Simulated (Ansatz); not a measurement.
## CH2F2OSi, SMILES F[Si]1(F)CO1: a single point in a Gaussian basis

Run with Ansatz 0.2.0, Python API.

`ch2f2osi_energy.py`
```python
# -*- coding: utf-8 -*-
from dataclasses import dataclass

import ansatz as az


@dataclass
class RunConfig:
    basis: str = "6-31G*"


cfg = RunConfig()


def main():
    molecule = (
        az.Crystal.molecule()
        .atom("F", (0.8567, -1.1619, 1.6474))
        .atom("Si", (-0.024, -0.7901, 0.3249))
        .atom("F", (-0.5718, -2.0094, -0.5509))
        .atom("C", (-0.1303, 0.9238, -0.2633))
        .atom("O", (0.9341, 0.146, -0.6694))
        .atom("H", (-0.0618, 1.7195, 0.4614))
        .atom("H", (-0.9417, 1.1041, -0.9957))
    )

    job = molecule.calculation()
    job = job.basis(gaussian=cfg.basis)
    job = job.functional(az.LibraryFunctional("B2GP-PLYP"))
    result = job.run()
    summary = result.report

    print(f"E = {summary['free_energy_ev']:.6f} eV = {summary['free_energy_ev'] / 27.211386246:.7f} Ha")
    print("converged:", summary["converged"], " doubts:", summary["published_state_doubts"] or "none")


if __name__ == "__main__":
    main()
```

`python ch2f2osi_energy.py` gives:
```text
E = -16415.673568 eV = -603.2648767 Ha
converged: True  doubts: none
```

Reading the output:
- Total energies depend on the basis set; only differences at equal settings carry meaning.
- The geometry is a force-field or estimated start, not a minimum of this method, and the basis set is short of its limit.
- For a double hybrid the total adds scaled second-order correlation to the self-consistent reference.
- The whole script took 3.6 s on 1 thread of Arm Neoverse V2 (shared host), peak memory 0.2 GiB.

(A comment or docstring line of the script was reworded after the run, the code is as it ran; lines on the test bed's own set-up are left out of the output.)
